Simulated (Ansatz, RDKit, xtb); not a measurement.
# C3H8BFN2: ranking a sample of isomers, part 1 of 2

Which of a sample of isomers of C3H8BFN2 is the most stable in the gas at 298.15 K, and what are its properties? The sample is small against all isomers, and the most stable one of this formula need not be in it.

The funnel: GFN2-xTB relaxations, single points with a density functional, relaxations at B3LYP/def2-SVP, harmonic vibrations (at GFN2-xTB), and a last energy at a higher level. All values are calculated.

## (1) Drawing up candidates

Isomers were taken from a list of plausible structures; this is a sample, not all of them. That gives 6 candidates.

| label | SMILES | spin |
| --- | --- | --- |
| c109 | C=CN(C)B(N)F | singlet |
| c323 | CC[B@-]([NH3+])(F)C#N | singlet |
| c475 | FC[C@@H]1CNBN1 | singlet |
| c558 | NB(N)[C@@H]1C[C@H]1F | singlet |
| c931 | C[C@@H]1CNB(F)N1 | singlet |
| c995 | C=C(CF)B(N)N | singlet |

Candidates are built by distance geometry, with a force field where one applies, in up to four conformers (letters a to d).

## (2) Search with GFN2-xTB

All 21 starts are relaxed the same way. One of them, c558c (taken from a list of plausible isomers, embedded by distance geometry and UFF), in full:

start.xyz

```xyz
15
c558c
C     -0.292380    -0.174746    -1.746201
C     -1.425389    -1.135973    -2.147878
C     -0.672162    -1.368695    -0.861925
B     -0.697613     1.230197    -1.213206
F      0.234746    -2.438023    -0.958755
N     -1.504101     2.172937    -2.128578
N     -0.206654     1.735075     0.140547
H     -1.643962     3.104862    -1.622949
H     -2.419814     1.750016    -2.245076
H     -0.571716     1.113954     0.894297
H      0.798931     1.669894     0.114192
H      0.632755    -0.320351    -2.319260
H     -1.136005    -1.844702    -2.927927
H     -2.438568    -0.743697    -1.953489
H     -1.277393    -1.187473     0.123031
```

On the command line:

```
xtb start.xyz --gfn 2 --opt
```

Output, cut to the lines that bear on the results:

```text
* xtb version 6.7.1
[...]
          :  # basis functions                  36          :
[...]
          :  # electrons                        40          :
[...]
          :  Hamiltonian                  GFN2-xTB          :
[...]
          :  net charge                          0          :
          :  unpaired electrons                  0          :
[...]
   *** convergence criteria satisfied after 12 iterations ***
[...]
   *** GEOMETRY OPTIMIZATION CONVERGED AFTER 28 ITERATIONS ***
[...]
   *** convergence criteria satisfied after 3 iterations ***
[...]
         ::                     SUMMARY                     ::
         :::::::::::::::::::::::::::::::::::::::::::::::::::::
         :: total energy             -22.332652425141 Eh    ::
         :: gradient norm              0.000678091077 Eh/a0 ::
         :: HOMO-LUMO gap              6.529984488459 eV    ::
         ::.................................................::
         :: SCC energy               -22.593618766456 Eh    ::
         :: -> isotropic ES            0.059049563519 Eh    ::
         :: -> anisotropic ES          0.005552332835 Eh    ::
         :: -> anisotropic XC          0.003297608976 Eh    ::
         :: -> dispersion             -0.008158489471 Eh    ::
         :: repulsion energy           0.260966341316 Eh    ::
         :: add. restraining           0.000000000000 Eh    ::
         :: total charge              -0.000000000000 e     ::
         :::::::::::::::::::::::::::::::::::::::::::::::::::::
[...]
        20        2.0000           -0.3722695             -10.1300 (HOMO)
        21                         -0.1322969              -3.6000 (LUMO)
[...]
     #   Z          covCN         q      C6AA      α(0)
     1   6          3.777    -0.122    22.862     6.812
     2   6          3.805    -0.081    22.037     6.683
     3   6          3.663     0.142    18.530     6.175
     4   5          2.579     0.275    18.021     7.237
     5   9          0.783    -0.264    11.916     4.078
     6   7          2.562    -0.353    29.110     8.013
     7   7          2.562    -0.354    29.144     8.018
     8   1          0.860     0.148     1.412     1.861
     9   1          0.861     0.154     1.372     1.835
    10   1          0.860     0.149     1.409     1.859
    11   1          0.861     0.156     1.363     1.829
    12   1          0.925     0.043     2.403     2.424
    13   1          0.926     0.046     2.365     2.405
    14   1          0.926     0.031     2.575     2.509
[...]
     #   Z sym  total        # sym  WBO       # sym  WBO       # sym  WBO
 ---------------------------------------------------------------------------
     1   6      3.904 --    12      0.964     2      0.961     3      0.961
                             4      0.948
     2   6      3.939 --    14      0.979    13      0.978     3      0.974
                             1      0.961
     3   6      3.850 --     2      0.974    15      0.966     1      0.961
                             5      0.922
     4   5      3.529 --     6      1.268     7      1.268     1      0.948
     5   9      1.007 --     3      0.922
     6   7      3.289 --     4      1.268     9      0.963     8      0.962
     7   7      3.289 --     4      1.268    11      0.963    10      0.962
     8   1      0.978 --     6      0.962
     9   1      0.976 --     6      0.963
    10   1      0.978 --     7      0.962
[...]
molecular dipole:
                 x           y           z       tot (Debye)
 q only:       -0.491       1.330       0.045
   full:       -0.574       1.377       0.095       3.800
molecular quadrupole (traceless):
[...]
          | TOTAL ENERGY              -22.332652425141 Eh   |
          | GRADIENT NORM               0.000678091077 Eh/α |
          | HOMO-LUMO GAP               6.529984488459 eV   |
           -------------------------------------------------
[...]
```

It took 0.16 s on 4 threads of Arm Neoverse V1, shared host.

## (3) Distinct minima at GFN2-xTB

21 of the 21 relaxations converged; 9 ended on a minimum already found. 12 distinct structures remain:

| label | start | SMILES after | spin | energy (kcal/mol) |
| --- | --- | --- | --- | --- |
| c931a | drawn | C[C@@H]1CNB(F)N1 | singlet | 0.0 |
| c109b | drawn | C=CN(C)B(N)F | singlet | 18.5 |
| c109c | drawn | C=CN(C)B(N)F | singlet | 19.3 |
| c109d | drawn | C=CN(C)B(N)F | singlet | 22.2 |
| c475c | drawn | FC[C@@H]1CNBN1 | singlet | 31.8 |
| c475b | drawn | FC[C@@H]1CNBN1 | singlet | 31.9 |
| c558c | drawn | NB(N)[C@@H]1C[C@H]1F | singlet | 57.0 |
| c558b | drawn | NB(N)[C@@H]1C[C@H]1F | singlet | 57.2 |
| c995b | drawn | C=C(CF)B(N)N | singlet | 62.6 |
| c323c | drawn | CC[B@-]([NH3+])(F)C#N | singlet | 70.5 |
| c323b | drawn | CC[B@-]([NH3+])(F)C#N | singlet | 70.8 |
| c323a | drawn | CC[B@-]([NH3+])(F)C#N | singlet | 71.6 |

## (4) Single points on the low minima

A choice of the minima (the low ones first, few conformers of a pattern, up to a cap) and the lowest that fell apart get a single point at r2SCAN-D4/def2-SVP on the tight-binding geometry, and one at HF/STO-3G for comparison. The lowest singlets are also tried as triplets at the same geometry (label ending in t). Within 30 kcal/mol but not screened, among others: c109d. The first, c931a:

input.yaml

```yaml
crystal:
  periodic: [false, false, false]
  atoms:
    - symbol: C
      position_ang: [-1.551509, -0.385643, -2.140074]
    - symbol: C
      position_ang: [-0.439695, -0.016580, -1.156625]
    - symbol: C
      position_ang: [0.615493, -1.144822, -1.014850]
    - symbol: B
      position_ang: [-0.396821, -0.784261, 1.075107]
    - symbol: F
      position_ang: [-0.696029, -0.908791, 2.371598]
    - symbol: N
      position_ang: [0.528716, -1.565162, 0.368143]
    - symbol: "N"
      position_ang: [-0.950531, 0.152707, 0.190277]
    - symbol: H
      position_ang: [-2.046957, -1.295856, -1.811810]
    - symbol: H
      position_ang: [-1.139436, -0.541930, -3.133678]
    - symbol: H
      position_ang: [-2.288784, 0.412393, -2.192299]
    - symbol: H
      position_ang: [0.038161, 0.913295, -1.498367]
    - symbol: H
      position_ang: [1.621374, -0.776140, -1.251264]
    - symbol: H
      position_ang: [0.388644, -1.975583, -1.694081]
    - symbol: H
      position_ang: [1.129590, -2.305659, 0.677702]
    - symbol: H
      position_ang: [-1.668337, 0.836955, 0.337872]
basis:
  gaussian:
    orbitals: def2-SVP
scf:
  lower_state_search: "off"
hamiltonian:
  xc: r2scan
  dispersion: d4
```

On the command line:

```
ansatz run input.yaml --threads 4 --pin off --max-ram 7830MiB --events-out events.jsonl --progress --plain --runs-dir runs
```

Output, cut to the lines that bear on the results:

```text
Warning: RAYON_NUM_THREADS=4 ignored (pool sized by the plan → 4); use --threads N
Functional definition: r2SCAN
  name "r2SCAN"
[...]
1584 factors; their error is unknown
[...]
mean field -9605.91551953 eV, -353.0108842194 hartree, gradient 9.2e-6 eV, S^2 0.000000; 0 other end points of the search recorded, 0 dependent functions left out
reference -9605.91553057 eV, -353.0108846249 hartree; 27, 27 occupied and 111, 111 virtual orbitals, 1584 factors
Total energy: -9606.00130669 eV, -353.0140368391 hartree
Checks for a lower state left out: stability, starts, cluster_reference, orbital_swaps, neighbouring_geometries, increment
```

It took 2.1 s on 4 threads of Arm Neoverse V1, shared host; peak memory 0.18 GiB.

Relative energies in kcal/mol, each column from its lowest structure that stays in one piece:

| label | SMILES | spin | GFN2-xTB | HF/STO-3G | r2SCAN-D4/def2-SVP |
| --- | --- | --- | --- | --- | --- |
| c931a | C[C@@H]1CNB(F)N1 | singlet | 0.0 | 0.0 | 0.0 |
| c109b | C=CN(C)B(N)F | singlet | 18.5 | 43.3 | 9.5 |
| c109c | C=CN(C)B(N)F | singlet | 19.3 | 43.4 | 9.8 |
| c475c | FC[C@@H]1CNBN1 | singlet | 31.8 | 44.9 | 49.3 |
| c109bt | C=CN(C)B(N)F | triplet | – | – | 103.5 |
| c931at | C[C@@H]1CNB(F)N1 | triplet | – | – | 137.2 |

Measured from c931a, GFN2-xTB misplaces c475c by 17 kcal/mol against r2SCAN-D4/def2-SVP, so minima dropped on its energies alone could hide the lowest isomer.

## (5) Third filter: density-functional geometries

3 candidates are relaxed at B3LYP/def2-SVP (chosen among the lowest in one piece, one conformer a pattern). The first, c931a:

input.yaml

```yaml
crystal:
  periodic: [false, false, false]
  atoms:
    - {symbol: C, position_ang: [-1.551509, -0.385643, -2.140074]}
    - {symbol: C, position_ang: [-0.439695, -0.016580, -1.156625]}
    - {symbol: C, position_ang: [0.615493, -1.144822, -1.014850]}
    - {symbol: B, position_ang: [-0.396821, -0.784261, 1.075107]}
    - {symbol: F, position_ang: [-0.696029, -0.908791, 2.371598]}
    - {symbol: "N", position_ang: [0.528716, -1.565162, 0.368143]}
    - {symbol: "N", position_ang: [-0.950531, 0.152707, 0.190277]}
    - {symbol: H, position_ang: [-2.046957, -1.295856, -1.811810]}
    - {symbol: H, position_ang: [-1.139436, -0.541930, -3.133678]}
    - {symbol: H, position_ang: [-2.288784, 0.412393, -2.192299]}
    - {symbol: H, position_ang: [0.038161, 0.913295, -1.498367]}
    - {symbol: H, position_ang: [1.621374, -0.776140, -1.251264]}
    - {symbol: H, position_ang: [0.388644, -1.975583, -1.694081]}
    - {symbol: H, position_ang: [1.129590, -2.305659, 0.677702]}
    - {symbol: H, position_ang: [-1.668337, 0.836955, 0.337872]}
basis:
  gaussian:
    orbitals: def2-SVP
total_charge: 0
hamiltonian:
  xc: {name: B3LYP}
scf:
  lower_state_search: off
relax:
  f_tol: 0.006
```

On the command line:

```
ansatz run input.yaml --threads 4 --pin off --max-ram 7830MiB --events-out events.jsonl --progress --plain --runs-dir runs
```

Output:

```text
Warning: RAYON_NUM_THREADS=4 ignored (pool sized by the plan → 4); use --threads N
The last accepted step is kept in runs//last_step.txt (removed where the run ends without a failure and the disk answers)
Functional definition: B3LYP
  name "B3LYP"
  parameter a0 = 0.2
  parameter ax = 0.72
  parameter ac = 0.81
  exchange = (1 - a0 - ax)*slater_x + ax*b88_x + a0*exact_x
  correlation = (1 - ac)*vwn_rpa_c + ac*lyp_c
these checks for a lower state are left out or cut short: stability, starts, cluster_reference, orbital_swaps, neighbouring_geometries, increment
1570 factors; integrals over basis functions are off by at most 3.5e-4 eV
mean field evaluation 1: about -9599.1833 eV, gradient 7.5e1 eV
mean field evaluation 2: about -9590.8245 eV, gradient 9.7e1 eV
mean field evaluation 4: about -9611.2358 eV, gradient 4.5e0 eV
mean field evaluation 8: about -9611.3348 eV, gradient 1.1e-1 eV
mean field evaluation 16: about -9611.3349 eV, gradient 1.1e-5 eV
mean field -9611.33485718 eV, -353.2100412046 hartree, gradient 3.2e-6 eV, S^2 0.000000; 0 other end points of the search recorded, 0 dependent functions left out
the calculation of the forces begins
reference -9611.33510557 eV, -353.2100503326 hartree; 27, 27 occupied and 111, 111 virtual orbitals, 1570 factors
relax step   1: F+E_penalty+E_count = -9611.33485718 eV  Δ(F+E_penalty+E_count) = +0.000e0 eV  max|allowed force component| = 5.362e-1 eV/Å  Δτ_max = 0.0000 Å  (16 SCF iters, accepted)
these checks for a lower state are left out or cut short: stability, starts, cluster_reference, orbital_swaps, neighbouring_geometries, increment
1570 factors; integrals over basis functions are off by at most 3.4e-4 eV
mean field -9611.38059570 eV, -353.2117220642 hartree, gradient 2.7e-6 eV, S^2 0.000000; 0 other end points of the search recorded, 0 dependent functions left out
the calculation of the forces begins
reference -9611.38084542 eV, -353.2117312411 hartree; 27, 27 occupied and 111, 111 virtual orbitals, 1570 factors
relax step   2: F+E_penalty+E_count = -9611.38059570 eV  Δ(F+E_penalty+E_count) = -4.574e-2 eV  max|allowed force component| = 1.900e-1 eV/Å  Δτ_max = 0.0305 Å  (20 SCF iters, accepted)
these checks for a lower state are left out or cut short: stability, starts, cluster_reference, orbital_swaps, neighbouring_geometries, increment
1570 factors; integrals over basis functions are off by at most 3.5e-4 eV
mean field evaluation 32: about -9611.3865 eV, gradient 2.7e-6 eV
mean field -9611.38651518 eV, -353.2119396011 hartree, gradient 2.7e-6 eV, S^2 0.000000; 0 other end points of the search recorded, 0 dependent functions left out
the calculation of the forces begins
reference -9611.38676537 eV, -353.2119487955 hartree; 27, 27 occupied and 111, 111 virtual orbitals, 1570 factors
relax step   3: F+E_penalty+E_count = -9611.38651518 eV  Δ(F+E_penalty+E_count) = -5.919e-3 eV  max|allowed force component| = 9.988e-2 eV/Å  Δτ_max = 0.0156 Å  (21 SCF iters, accepted)
[... from here on, the SCF cycles and remarks between the steps are left out ...]
relax step   4: F+E_penalty+E_count = -9611.38724902 eV  Δ(F+E_penalty+E_count) = -7.338e-4 eV  max|allowed force component| = 6.118e-2 eV/Å  Δτ_max = 0.0080 Å  (13 SCF iters, accepted)
relax step   5: F+E_penalty+E_count = -9611.38770659 eV  Δ(F+E_penalty+E_count) = -4.576e-4 eV  max|allowed force component| = 3.306e-2 eV/Å  Δτ_max = 0.0096 Å  (14 SCF iters, accepted)
relax step   6: F+E_penalty+E_count = -9611.38942636 eV  Δ(F+E_penalty+E_count) = -1.720e-3 eV  max|allowed force component| = 6.424e-2 eV/Å  Δτ_max = 0.0415 Å  (19 SCF iters, accepted)
relax step   7: F+E_penalty+E_count = -9611.39092226 eV  Δ(F+E_penalty+E_count) = -1.496e-3 eV  max|allowed force component| = 7.013e-2 eV/Å  Δτ_max = 0.0262 Å  (20 SCF iters, accepted)
relax step   8: F+E_penalty+E_count = -9611.39322694 eV  Δ(F+E_penalty+E_count) = -2.305e-3 eV  max|allowed force component| = 1.533e-1 eV/Å  Δτ_max = 0.0745 Å  (20 SCF iters, accepted)
relax step   9: F+E_penalty+E_count = -9611.36989408 eV  Δ(F+E_penalty+E_count) = +2.333e-2 eV  max|allowed force component| = 5.243e-1 eV/Å  Δτ_max = 0.1954 Å  (18 SCF iters, rejected (line search))
relax step  10: F+E_penalty+E_count = -9611.40303602 eV  Δ(F+E_penalty+E_count) = -9.809e-3 eV  max|allowed force component| = 9.196e-2 eV/Å  Δτ_max = 0.0977 Å  (19 SCF iters, accepted)
relax step  11: F+E_penalty+E_count = -9611.40340730 eV  Δ(F+E_penalty+E_count) = -3.713e-4 eV  max|allowed force component| = 1.407e-1 eV/Å  Δτ_max = 0.0444 Å  (19 SCF iters, accepted)
relax step  12: F+E_penalty+E_count = -9611.40417135 eV  Δ(F+E_penalty+E_count) = -7.641e-4 eV  max|allowed force component| = 5.416e-2 eV/Å  Δτ_max = 0.0320 Å  (20 SCF iters, accepted)
relax step  13: F+E_penalty+E_count = -9611.40325843 eV  Δ(F+E_penalty+E_count) = +9.129e-4 eV  max|allowed force component| = 1.471e-1 eV/Å  Δτ_max = 0.0133 Å  (20 SCF iters, rejected (line search))
relax step  14: F+E_penalty+E_count = -9611.40447085 eV  Δ(F+E_penalty+E_count) = -2.995e-4 eV  max|allowed force component| = 1.001e-2 eV/Å  Δτ_max = 0.0064 Å  (13 SCF iters, accepted)
relax step  15: F+E_penalty+E_count = -9611.40449053 eV  Δ(F+E_penalty+E_count) = -1.968e-5 eV  max|allowed force component| = 6.183e-3 eV/Å  Δτ_max = 0.0046 Å  (13 SCF iters, accepted)
these checks for a lower state are left out or cut short: stability, starts, cluster_reference, orbital_swaps, neighbouring_geometries, increment
1570 factors; integrals over basis functions are off by at most 3.4e-4 eV
mean field -9611.40449453 eV, -353.2126003300 hartree, gradient 1.2e-6 eV, S^2 0.000000; 0 other end points of the search recorded, 0 dependent functions left out
the calculation of the forces begins
reference -9611.40474330 eV, -353.2126094721 hartree; 27, 27 occupied and 111, 111 virtual orbitals, 1570 factors
relax step  16: F+E_penalty+E_count = -9611.40449453 eV  Δ(F+E_penalty+E_count) = -3.996e-6 eV  max|allowed force component| = 3.933e-3 eV/Å  Δτ_max = 0.0019 Å  (13 SCF iters, accepted)
Total energy: -9611.40474330 eV, -353.2126094721 hartree
Atom 0 at    -1.581931    -0.445635    -2.061346 Å, force     0.000024     0.000116     0.000191 eV/Å
Atom 1 at    -0.404455     0.011956    -1.193196 Å, force    -0.000447    -0.000568     0.000383 eV/Å
Atom 2 at     0.677071    -1.097457    -1.015561 Å, force    -0.000942     0.000071     0.000390 eV/Å
Atom 3 at    -0.438986    -0.791501     1.020810 Å, force    -0.000307     0.000603     0.000739 eV/Å
Atom 4 at    -0.797722    -0.944711     2.303380 Å, force    -0.000321    -0.000264     0.000184 eV/Å
Atom 5 at     0.364295    -1.695595     0.276646 Å, force    -0.001967     0.003665    -0.000680 eV/Å
Atom 6 at    -0.804297     0.298797     0.186459 Å, force     0.003794    -0.003933    -0.000495 eV/Å
Atom 7 at    -2.018217    -1.375301    -1.661251 Å, force    -0.000050     0.000010    -0.000268 eV/Å
Atom 8 at    -1.262027    -0.629038    -3.100527 Å, force    -0.000064     0.000113    -0.000050 eV/Å
Atom 9 at    -2.374306     0.320863    -2.085274 Å, force    -0.000126     0.000176    -0.000270 eV/Å
Atom 10 at     0.053503     0.900295    -1.664661 Å, force     0.000148     0.000013    -0.000104 eV/Å
Atom 11 at     1.689832    -0.648380    -1.028033 Å, force     0.000359     0.000095     0.000014 eV/Å
Atom 12 at     0.633809    -1.825043    -1.845339 Å, force    -0.000148     0.000047    -0.000424 eV/Å
Atom 13 at     0.956229    -2.427678     0.644256 Å, force    -0.000068     0.000868     0.000348 eV/Å
Atom 14 at    -1.548917     0.963351     0.351291 Å, force     0.000114    -0.001012     0.000042 eV/Å
Dipole moment:     0.104078     0.038301    -0.403036 e Å
Checks for a lower state left out: stability, starts, cluster_reference, orbital_swaps, neighbouring_geometries, increment
```

Run time: 39 s. Hardware: 4 threads of Arm Neoverse V1, shared host; peak memory 0.35 GiB.

Energy change by step (eV): 0.0000, -0.0457, -0.0517, -0.0524, -0.0529, -0.0546, -0.0561, -0.0584, -0.0350, -0.0682, -0.0685, -0.0693, -0.0684, -0.0696, -0.0696, -0.0696.

After the run. Bond lengths: C1–C2 1.533 Å, C2–C3 1.560 Å, B4–F5 1.341 Å, C3–N6 1.458 Å, B4–N6 1.420 Å, C2–N7 1.465 Å, B4–N7 1.421 Å, C1–H8 1.102 Å, C1–H9 1.103 Å, C1–H10 1.103 Å, C2–H11 1.105 Å, C3–H12 1.108 Å, C3–H13 1.104 Å, N6–H14 1.011 Å, N7–H15 1.012 Å. Some angles: C1–C2–C3 112.6°, C1–C2–N7 112.5°, C3–C2–N7 102.8°, C2–C3–N6 104.1°, F5–B4–N6 125.4°, F5–B4–N7 125.5°, N6–B4–N7 109.0°, C3–N6–B4 108.9°, C2–N7–B4 109.4°, C1–C2–H11 108.5°.

## (6) The relaxed candidates

| label | spin | r2SCAN-D4/def2-SVP (kcal/mol) | B3LYP/def2-SVP, relaxed (kcal/mol) | time |
| --- | --- | --- | --- | --- |
| c931a | singlet | 0.0 | 0.0 | 39 s |
| c109b | singlet | 9.5 | 7.9 | 14 s |
| c475c | singlet | 49.3 | 48.4 | 30 s |

c931a: Bond lengths: C1–C2 1.533 Å, C2–C3 1.560 Å, B4–F5 1.341 Å, C3–N6 1.458 Å, B4–N6 1.420 Å, C2–N7 1.465 Å, B4–N7 1.421 Å, C1–H8 1.102 Å, C1–H9 1.103 Å, C1–H10 1.103 Å, C2–H11 1.105 Å, C3–H12 1.108 Å, C3–H13 1.104 Å, N6–H14 1.011 Å, N7–H15 1.012 Å. Some angles: C1–C2–C3 112.6°, C1–C2–N7 112.5°, C3–C2–N7 102.8°, C2–C3–N6 104.1°, F5–B4–N6 125.4°, F5–B4–N7 125.5°, N6–B4–N7 109.0°, C3–N6–B4 108.9°, C2–N7–B4 109.4°, C1–C2–H11 108.5°.

c109b: Bond lengths: C1–C2 1.345 Å, B4–F5 1.351 Å, C2–N6 1.390 Å, C3–N6 1.455 Å, B4–N6 1.441 Å, B4–N7 1.409 Å, C1–H8 1.091 Å, C1–H9 1.091 Å, C2–H10 1.094 Å, C3–H11 1.105 Å, C3–H12 1.105 Å, C3–H13 1.096 Å, N7–H14 1.012 Å, N7–H15 1.009 Å. Some angles: C1–C2–N6 127.6°, F5–B4–N6 117.3°, F5–B4–N7 117.2°, N6–B4–N7 125.5°, C2–N6–C3 117.1°, C2–N6–B4 122.4°, C3–N6–B4 120.5°, C1–C2–H10 118.3°, N6–C2–H10 114.1°, C2–C1–H8 123.4°.

c475c: Bond lengths: C1–C2 1.529 Å, C2–C3 1.552 Å, C1–F5 1.385 Å, C3–N6 1.461 Å, B4–N6 1.417 Å, C2–N7 1.460 Å, B4–N7 1.424 Å, C1–H8 1.104 Å, C1–H9 1.105 Å, C2–H10 1.105 Å, C3–H11 1.103 Å, C3–H12 1.107 Å, N6–H13 1.010 Å, B4–H14 1.203 Å, N7–H15 1.010 Å. Some angles: C1–C2–C3 112.0°, C1–C2–N7 110.9°, C3–C2–N7 103.4°, C2–C1–F5 110.0°, C2–C3–N6 103.6°, C3–N6–B4 110.5°, N6–B4–N7 107.6°, C2–N7–B4 110.5°, C1–C2–H10 107.5°, C3–C2–H10 110.6°.

(Continued in part 2 of 2.)
